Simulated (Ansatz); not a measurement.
# Cu: a hydrostatic pressure series

One table from this session's results is given with a row withheld; the runs are named, their logs left out.

Program: Ansatz 0.2.0. Level of theory: DFT PBEsol, scalar-relativistic, plane waves, PAW. These are calculated values, not measurements.

1 further run of the same task is left out (set aside as unsound or not needed).

### The structure to begin with

Symmetry: P6_3/mmc, No. 194, hexagonal system. Conventional cell: a = 2.520 Å, b = 2.520 Å, c = 8.235 Å, α = 90.00°, β = 90.00°, γ = 120.00°. Around Cu (site symmetry -3m) lie 12 Cu at 2.52 Å. Around Cu (site symmetry -6m2) lie 12 Cu at 2.52 Å.

Coordinates:

```cif
data_structure
_symmetry_space_group_name_H-M 'P 1'
_symmetry_Int_Tables_number 1
_cell_length_a 2.5198
_cell_length_b 2.5198
_cell_length_c 8.2353
_cell_angle_alpha 90.000
_cell_angle_beta 90.000
_cell_angle_gamma 120.000
_cell_volume 45.28
loop_
_atom_site_label
_atom_site_type_symbol
_atom_site_fract_x
_atom_site_fract_y
_atom_site_fract_z
_atom_site_occupancy
Cu1 Cu 0.00000 0.00000 0.00000 1
Cu2 Cu 0.33333 0.66667 0.25000 1
Cu3 Cu 0.00000 0.00000 0.50000 1
Cu4 Cu 0.66667 0.33333 0.75000 1
```

It goes back to an entry of the Materials Project, which need not be the stable form.

This cell was relaxed beforehand with the same method: volume 11.32 Å³/atom, gap on the mesh none (metal).

The first run:

File input.yaml:

```yaml
crystal:
  lattice:
    - [2.5436801565, 0.0, 0.0]
    - [-1.2718400783, 2.2028916346, 0.0]
    - [0.0, 0.0, 8.313305504]
  atoms:
    - { symbol: Cu, position: [0.0, 0.0, 0.0] }
    - { symbol: Cu, position: [0.3333333333, 0.6666666667, 0.25] }
    - { symbol: Cu, position: [0.0, 0.0, 0.5] }
    - { symbol: Cu, position: [0.6666666667, 0.3333333333, 0.75] }
basis:
  ecutwfc: 420
kpoints:
  mp_grid: { grid: [18, 18, 6] }
hamiltonian:
  xc: pbesol
scf:
  occupations: { method: gaussian, width: 0.1 }
output:
  forces: true
  stress: true
  eigenvalues: true
relax:
  adjacent_minimum: "off"
  f_tol: 0.008
  max_steps: 50
  cell: { stress_tol: 0.08, p_target: -3.0 }
```

Launch:

```console
$ ansatz run input.yaml --threads 1 --pin off --max-ram 2560MiB --backend cpu --events-out ev --progress --plain --runs-dir out
```

Among the steps run: Target pressure -3 GPa; 3 GPa; 8 GPa; 15 GPa; 30 GPa; 60 GPa.

One of the session's tables, all rows but one given; the rest of the session is left out.

Lengths are those of the vectors of the cell that was run:

| P (GPa) | V (Å³/atom) | a (Å) | b (Å) | c (Å) | ΔH (eV/atom) |
| --- | --- | --- | --- | --- | --- |
| -3 | 11.53 | 2.536 | 2.536 | 8.286 | -0.214 |
| 0 | 11.32 | 2.520 | 2.520 | 8.235 | 0.000 |
| 3 | ? | ? | ? | ? | ? |
| 8 | 10.85 | 2.484 | 2.484 | 8.119 | 0.553 |
| 15 | 10.51 | 2.458 | 2.458 | 8.035 | 1.019 |
| 30 | 9.94 | 2.413 | 2.413 | 7.888 | 1.975 |
| 60 | 9.16 | 2.348 | 2.348 | 7.675 | 3.757 |

Q: Estimate the row for P (GPa) = 3 from the others.

Worked estimate for «V (Å³/atom)». A straight line through the neighbours (0, 11.32) and (8, 10.85) gives 11.32 + (10.85 − 11.32) × (3 − 0) / (8 − 0) = 11.14; a parabola fitted to 4 rows on both sides gives 11.13.

**Answer.** V (Å³/atom): 11.13; a (Å): 2.505; b (Å): 2.505; c (Å): 8.189; ΔH (eV/atom): 0.210. In «V (Å³/atom)» the line misses by +0.01 and the parabola by 0.00.

ΔH is E + PV over the energy at zero pressure; a, b and c are the vectors of the computed cell. 
